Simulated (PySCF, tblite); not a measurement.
# C₃H₇NO₂Si: geometry, infrared bands and NMR shifts

What infrared bands and NMR shifts should C₃H₇NO₂Si (`[H]/N=C/C(=C)O[SiH2]O`) show?

Computed with tblite 0.8.0 and PySCF 2.14.0, with density-fitted response routines of our own, on a single molecule in the gas phase. Atoms count from 0, in the outputs and in this text.

## (1) The molecule as given

14 atoms, charge 0, multiplicity 1; geometry from: force field or distance geometry start.

Bonds of the start (Å): C0–C1 1.33, C1–C2 1.52, C2–N3 1.28, C1–O4 1.38, O4–Si5 1.66, Si5–O6 1.66, C0–H7 1.09, C0–H8 1.08, C2–H9 1.10, N3–H10 1.03, Si5–H11 1.49, Si5–H12 1.48, O6–H13 0.98.

## (2) Geometry optimisation with GFN2-xTB

What the job is given:

```
{"job": {"kind": "relax", "xc": "GFN2-xTB", "basis": "xTB"}, "charge": 0, "multiplicity": 1}
C      0.378700     2.183500    -0.517600
C      0.191500     0.873500    -0.359100
C      1.356900     0.104800     0.232800
N      1.418200    -1.171500     0.328200
O     -0.970800     0.274500    -0.799600
Si    -1.779200    -0.905500     0.035400
O     -0.959100    -2.340400    -0.059200
H     -0.407300     2.788100    -0.969500
H      1.279200     2.702600    -0.218400
H      2.198400     0.718200     0.576000
H      2.322800    -1.433200     0.753000
H     -1.904300    -0.509800     1.462700
H     -3.138200    -1.076500    -0.516200
H      0.012600    -2.208800     0.029400
```

Command:

```console
> OMP_NUM_THREADS=1 python probes_run.py task.json out
```

This one command runs all jobs of the session in turn.

**Question.** This job is followed by: GFN2-xTB harmonic vibrations, gas phase; GIAO PBE0/pcSseg-1 NMR shielding, non-relativistic, gas phase. What will the session give for the following? strongest single infrared mode (GFN2-xTB); zero-point energy (GFN2-xTB); ¹³C shifts against TMS (PBE0/pcSseg-1); ¹H shifts against TMS (PBE0/pcSseg-1, means over atoms taken as alike); ¹⁵N shifts against NH3 (PBE0/pcSseg-1); ¹⁷O shifts against H2O (PBE0/pcSseg-1); ²⁹Si shifts against TMS (PBE0/pcSseg-1); surface potential, 1st and 99th percentile.

**Answer**, as computed:

| quantity | value |
| --- | --- |
| strongest single infrared mode (GFN2-xTB) | 889 cm⁻¹, 456 km/mol |
| zero-point energy (GFN2-xTB) | 60.7 kcal/mol |
| ¹³C shifts against TMS (PBE0/pcSseg-1) | 173.0, 165.0, 121.7 ppm |
| ¹H shifts against TMS (PBE0/pcSseg-1, means over atoms taken as alike) | 10.23, 8.17, 5.83, 5.25, 5.21, 4.89 ppm |
| ¹⁵N shifts against NH3 (PBE0/pcSseg-1) | 326.4 ppm |
| ¹⁷O shifts against H2O (PBE0/pcSseg-1) | 134.2, 75.2 ppm |
| ²⁹Si shifts against TMS (PBE0/pcSseg-1) | -35.3 ppm |
| surface potential, 1st and 99th percentile | -1.75 V and 1.85 V |

**Reading.** Relaxing lowered the energy by 0.335 eV in 58 steps; the close pair that moved most is C1–C2, from 1.516 to 1.465 Å. The lowest mode is imaginary (34i cm⁻¹), so the xTB geometry is not a minimum. The strongest single mode, at 889 cm⁻¹, moves mainly H13. Unscaled tight-binding wavenumbers are off by several per cent, some by more. Its intensities can rank the bands wrongly. At PBE0/pcSseg-1: The widest tensor belongs to N3: span 605 ppm, with a paramagnetic part of -384 ppm. By nearest atom (PBE0/pcSseg-1), the HOMO sits on C0 34 %; O4 21 % and the LUMO on N3 25 %; C0, C2 about 22 % each.
